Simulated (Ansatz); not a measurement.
# C₃H₇GeN: small, medium and large basis sets

An exercise on one series of results from a longer session: the logs are not shown, and one member is left open.

Computed with Ansatz 0.2.0, Gaussian basis. Level: one geometry, several basis sets.

The runs, in order: PBE0-D4/def2-SVP; ωB97M-V/def2-SVP; PBE0-D4/def2-QZVPP; ωB97M-V/def2-QZVPP; the functionals' def2-TZVPP values are taken from earlier runs.

## The geometry

The geometry comes from an earlier relaxation with PBE0-D4 in a triple-zeta def2 set; it is a stationary point, not always the lowest conformer.

SMILES `[CH3][GeH]([CH3])[C]#N`, 12 atoms, charge 0, spin multiplicity 1.

Atoms are counted from 1 here; the program's logs count them from 0.

Bond lengths: C1–Ge2 1.944 Å, C1–H6 1.090 Å, C1–H7 1.091 Å, C1–H8 1.090 Å, Ge2–C3 1.944 Å, Ge2–C4 1.940 Å, Ge2–H9 1.537 Å, C3–H10 1.090 Å, C3–H11 1.091 Å, C3–H12 1.090 Å, C4–N5 1.152 Å. Angles: Ge2–C1–H6 110.4°, Ge2–C1–H7 109.8°, Ge2–C1–H8 110.0°, H6–C1–H7 108.8°, H6–C1–H8 108.8°, H7–C1–H8 108.9°, C1–Ge2–C3 113.4°, C1–Ge2–C4 106.7°, C1–Ge2–H9 112.1°, C3–Ge2–C4 106.8°, C3–Ge2–H9 112.0°, C4–Ge2–H9 105.1°, Ge2–C3–H10 110.0°, Ge2–C3–H11 109.8°, Ge2–C3–H12 110.4°, H10–C3–H11 108.9°, H10–C3–H12 108.8°, H11–C3–H12 108.8° and more.

The first run:

in.yaml

```yaml
crystal:
  periodic: [false, false, false]
  atoms:
    - {symbol: C, position_ang: [-1.649645, -0.461888, -0.258714]}
    - {symbol: Ge, position_ang: [-0.001664, 0.184219, 0.543872]}
    - {symbol: C, position_ang: [1.586649, -0.718256, -0.119663]}
    - {symbol: C, position_ang: [0.166931, 2.051779, 0.047449]}
    - {symbol: N, position_ang: [0.266842, 3.153986, -0.272525]}
    - {symbol: H, position_ang: [-2.499865, 0.116971, 0.101885]}
    - {symbol: H, position_ang: [-1.801784, -1.510650, 0.000822]}
    - {symbol: H, position_ang: [-1.596616, -0.371114, -1.344105]}
    - {symbol: H, position_ang: [-0.067715, 0.181477, 2.078994]}
    - {symbol: H, position_ang: [1.641698, -0.627150, -1.204928]}
    - {symbol: H, position_ang: [1.548956, -1.776238, 0.144281]}
    - {symbol: H, position_ang: [2.483415, -0.278335, 0.316533]}
basis:
  gaussian: {orbitals: def2-SVP}
hamiltonian: {xc: pbe0, dispersion: d4}
output: {orbitals: {seedname: orbitals}}
```

Among the steps run: PBE0-D4 in def2-SVP; ωB97M-V in def2-SVP; PBE0-D4 in def2-QZVPP; ωB97M-V in def2-QZVPP.

One table of the session follows, with a row left open; its other results are not shown here.

It belongs to the step «Density functionals: the series». 

```
functional       basis  HOMO (eV)  LUMO (eV)
   PBE0-D4    def2-SVP      -8.98       0.32
   PBE0-D4  def2-TZVPP          ?          ?
   PBE0-D4  def2-QZVPP      -9.04      -0.08
   ωB97M-V    def2-SVP     -11.17       2.37
   ωB97M-V  def2-TZVPP     -11.24       1.84
   ωB97M-V  def2-QZVPP     -11.25       1.30
```

Q: Estimate the row for PBE0-D4, def2-TZVPP from the others.

**Answer.** HOMO (eV): -9.03; LUMO (eV): 0.08. In the column «HOMO (eV)» it lies between PBE0-D4, def2-QZVPP (-9.04) and PBE0-D4, def2-SVP (-8.98).
